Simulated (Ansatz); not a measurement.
# GeNH (quintet): from Hartree-Fock to the top rungs, cc-pVTZ

The task here is to estimate one member of a computed series from the others.

Program: Ansatz 0.2.0, Gaussian basis. Level of theory: cc-pVTZ, core rule «outside noble gas», up to 15 orbitals frozen. These are calculated values, not measurements.

To be run: UHF; CCSD(T) on ROHF; CCSD(T) on UHF; BCCD(T) on ROHF; CCSDT(Q) on ROHF; CCSDT(Q) on UHF; CASSCF and MRCISD+Q, 10 electrons in 9 orbitals; CASSCF and NEVPT2, 10 electrons in 9 orbitals.

8 further runs of the same task are left out: 2 for a known fault of the program, 6 set aside as unsound or not needed.

## What is computed

The geometry is a PBE0/def2-TZVP stationary point (not a proven minimum) of the parent state, kept for this charge and spin. No spin-orbit coupling is included. The filled d shell of Ge may be among the frozen orbitals whatever the setting's name suggests; the logs give the count.

3 atoms, charge 0, spin multiplicity 5.

Atoms are counted from 1 here; the program's logs count them from 0.

Bond lengths: Ge1–N2 1.890 Å, N2–H3 1.024 Å. Angles: Ge1–N2–H3 119.0°.

Set-up of the first run:

in.yaml reads:

```yaml
crystal:
  periodic: [false, false, false]
  atoms:
    - {symbol: Ge, position_ang: [0.000000, 0.014250, 0.329308]}
    - {symbol: N, position_ang: [0.000000, -0.126443, -1.555498]}
    - {symbol: H, position_ang: [0.000000, 0.730143, -2.116709]}
basis:
  gaussian: {orbitals: cc-pVTZ}
magnetization: {spin_polarized: true, initial_magnetization: 4}
hamiltonian: {xc: hf}
output: {orbitals: {seedname: orbitals}}
```

Launch:

```bash
$ ansatz run in.yaml --threads 1 --pin off --events-out ev --progress --plain --max-ram 4096MiB --backend cpu
```

Steps of the session up to this table: UHF; CCSD(T) on ROHF; CCSD(T) on UHF; BCCD(T) on ROHF; CCSDT(Q) on ROHF; CCSDT(Q) on UHF; CASSCF and MRCISD+Q, 10 electrons in 9 orbitals; CASSCF and NEVPT2, 10 electrons in 9 orbitals.

One of the session's tables, all rows but one given; the rest of the session is left out.

| method | from RCCSDT(Q) (meV) |
| --- | --- |
| ROHF | +7196.6 |
| UHF | +6818.1 |
| RMP2 | +973.6 |
| UMP2 | +1024.5 |
| RCCSD | +329.0 |
| UCCSD | +279.5 |
| RCCSD(T) | +40.7 |
| UCCSD(T) | +22.2 |
| BCCD(T) | ? |
| RCCSDT | +16.4 |
| UCCSDT | -7.7 |
| RCCSDT(Q) | 0 |
| UCCSDT(Q) | -22.3 |
| CASSCF valence | +5604.8 |
| NEVPT2 valence | +1103.0 |
| MRCISD valence | +472.1 |
| MRCISD+Q valence | +98.6 |

Estimate the missing values for BCCD(T).

The run gave: from RCCSDT(Q) (meV): +42.6. In the column «from RCCSDT(Q) (meV)» it lies between RCCSD(T) (+40.7) and MRCISD+Q valence (+98.6).

Caveats from the session: Restricted and unrestricted rows rest on different reference determinants; where their highest levels disagree by more than a few hundredths of an eV, they describe different states and don't form one ladder.
